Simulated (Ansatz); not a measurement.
# Ta4Cu: the cost of one run

Program: Ansatz 0.2.0. Level of theory: DFT PBE, scalar-relativistic, plane waves, PAW. These are calculated values, not measurements.

**1. The system as given**

Symmetry: Pm-3m, No. 221, cubic system. Conventional cell: a = 4.876 Å, b = 4.876 Å, c = 4.876 Å, α = 90.00°, β = 90.00°, γ = 90.00°. Ta (site symmetry 4/mmm) has 2 Ta at 2.44 Å as nearest neighbours. Ta (site symmetry m-3m) has 6 Ta at 2.44 Å as nearest neighbours. Around Cu (site symmetry m-3m) lie 12 Ta at 3.45 Å.

Coordinates:

```
CELL_PARAMETERS angstrom
4.87588 0.00000 0.00000
0.00000 4.87588 0.00000
0.00000 0.00000 4.87588
ATOMIC_POSITIONS crystal
Ta 0.00000 0.50000 0.50000
Ta 0.50000 0.00000 0.50000
Ta 0.50000 0.50000 0.00000
Ta 0.50000 0.50000 0.50000
Cu 0.00000 0.00000 0.00000
```

The cell was relaxed beforehand at this level, from a generated guess; it is a trial structure. At a tolerance of 0.05 Å it has space group Pm-3m (No. 221); it has 23.18 Å³/atom, an uncorrected energy of +1.91 eV/atom over the elements.

**2. Static run: bands, density of states and charges**

The input, input.yaml:

```yaml
crystal:
  lattice:
    - [4.8758761354, 0.0, 0.0]
    - [0.0, 4.8758761354, 0.0]
    - [0.0, 0.0, 4.8758761354]
  atoms:
    - { symbol: Ta, position: [0.0, 0.5, 0.5] }
    - { symbol: Ta, position: [0.5, 0.0, 0.5] }
    - { symbol: Ta, position: [0.5, 0.5, 0.0] }
    - { symbol: Ta, position: [0.5, 0.5, 0.5] }
    - { symbol: Cu, position: [0.0, 0.0, 0.0] }
basis:
  ecutwfc: 420
kpoints:
  mp_grid: { grid: [8, 8, 8] }
  band_path:
    path:
      - [[0.0, 0.0, 0.0], [0.0, 0.5, 0.0], [0.5, 0.5, 0.0], [0.0, 0.0, 0.0], [0.5, 0.5, 0.5], [0.0, 0.5, 0.0]]
      - [[0.5, 0.5, 0.5], [0.5, 0.5, 0.0]]
    npoints: 14
hamiltonian:
  xc: pbe
scf:
  occupations: { method: gaussian, width: 0.1 }
  n_extra_bands: 12
output:
  forces: true
  stress: true
  eigenvalues: true
  populations: true
  dos: { projected: true, de: 0.02, nscf_kmesh: { grid: [10, 10, 10] } }
  bader: true
  write_density: true
  write_potential: true
  elf: true
  volumetric_format: npy
```

Launch:

```
ansatz run input.yaml --threads 1 --pin off --max-ram 2560MiB --backend cpu --events-out ev --progress --plain --runs-dir out
```

What time and memory should one allow on 1 thread of Arm Neoverse V2, shared host?

About 2.4 min, with a peak of 0.54 GiB.
